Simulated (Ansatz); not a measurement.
# CH₆AlFSi₂: one species, many methods

An exercise on one series of results from a longer session: the logs are not shown, and one member is left open.

Program: Ansatz 0.2.0, Gaussian basis. Level of theory: functionals in def2-TZVPP, the program's frozen cores in correlated methods. These are calculated values, not measurements.

The runs, in order: PBE-D4, r2SCAN-D4, PBE0-D4, B3LYP-D4, ωB97X-V, ωB97M-V, B2PLYP; CCSD(T)/def2-TZVPP; MP2/def2-QZVPP; extrapolation to the limit.

**The geometry**

All runs share one geometry, relaxed beforehand with PBE0-D4 in a triple-zeta def2 set.

11 atoms, charge 0, spin multiplicity 1.

Atoms are counted from 1 here; the program's logs count them from 0.

Bond lengths: F1–Si2 1.612 Å, Si2–Si3 2.332 Å, Si2–C4 1.879 Å, Si2–Al5 2.325 Å, Si3–H6 1.490 Å, Si3–H7 1.487 Å, Si3–H8 1.492 Å, C4–Al5 1.969 Å, C4–H9 1.088 Å, C4–H10 1.108 Å, Al5–H11 1.582 Å. Angles: F1–Si2–Si3 111.0°, F1–Si2–C4 119.0°, F1–Si2–Al5 134.2°, Si3–Si2–C4 110.1°, Si3–Si2–Al5 113.1°, C4–Si2–Al5 54.6°, Si2–Si3–H6 113.4°, Si2–Si3–H7 111.6°, Si2–Si3–H8 106.2°, H6–Si3–H7 108.8°, H6–Si3–H8 108.4°, H7–Si3–H8 108.3°, Si2–C4–Al5 74.3°, Si2–C4–H9 124.1°, Si2–C4–H10 110.6°, Al5–C4–H9 139.2°, Al5–C4–H10 94.7°, H9–C4–H10 108.4° and more.

The first run:

File in.yaml:

```yaml
crystal:
  periodic: [false, false, false]
  atoms:
    - {symbol: F, position_ang: [-1.284396, 1.395174, -1.583168]}
    - {symbol: Si, position_ang: [-0.557825, 0.299374, -0.650853]}
    - {symbol: Si, position_ang: [1.761569, 0.433485, -0.857971]}
    - {symbol: C, position_ang: [-1.038154, 0.181320, 1.161686]}
    - {symbol: Al, position_ang: [-1.266730, -1.632781, 0.431563]}
    - {symbol: H, position_ang: [2.326730, 1.721627, -0.367570]}
    - {symbol: H, position_ang: [2.197484, 0.223106, -2.263635]}
    - {symbol: H, position_ang: [2.319321, -0.671703, -0.025233]}
    - {symbol: H, position_ang: [-0.506874, 0.683675, 1.968034]}
    - {symbol: H, position_ang: [-2.123131, 0.364532, 1.290133]}
    - {symbol: H, position_ang: [-1.762593, -3.054611, 0.917614]}
basis:
  gaussian: {orbitals: def2-TZVPP}
hamiltonian: {xc: pbe, dispersion: d4}
output: {forces: true, orbitals: {seedname: orbitals}}
```

Command:

```
$ ansatz run in.yaml --threads 4 --pin off --events-out ev --progress --plain --max-ram 10444MiB
```

Steps of the session up to this table: PBE-D4 (GGA); r2SCAN-D4 (meta-GGA); PBE0-D4 (hybrid); B3LYP-D4 (hybrid); ωB97X-V (range-separated); ωB97M-V (range-separated); B2PLYP (double hybrid); CCSD(T) in def2-TZVPP; MP2 in def2-QZVPP.

One table of the session follows, with a row left open; its other results are not shown here.

It belongs to the step «Atomisation energies». 

```
            method  atomisation energy (kJ/mol)
            PBE-D4                       3541.0
         r2SCAN-D4                       3542.1
           PBE0-D4                       3501.9
          B3LYP-D4                       3502.3
           ωB97X-V                       3547.1
           ωB97M-V                       3523.0
            B2PLYP                       3462.5
     HF/def2-TZVPP                            ?
    MP2/def2-TZVPP                       3459.9
   CCSD/def2-TZVPP                       3376.5
CCSD(T)/def2-TZVPP                       3426.5
           MP2/CBS                       3561.1
       CCSD(T)/CBS                       3527.6
```

Estimate the missing values for HF/def2-TZVPP.

As computed: atomisation energy (kJ/mol): 2602.2. In the column «atomisation energy (kJ/mol)» it is the lowest.
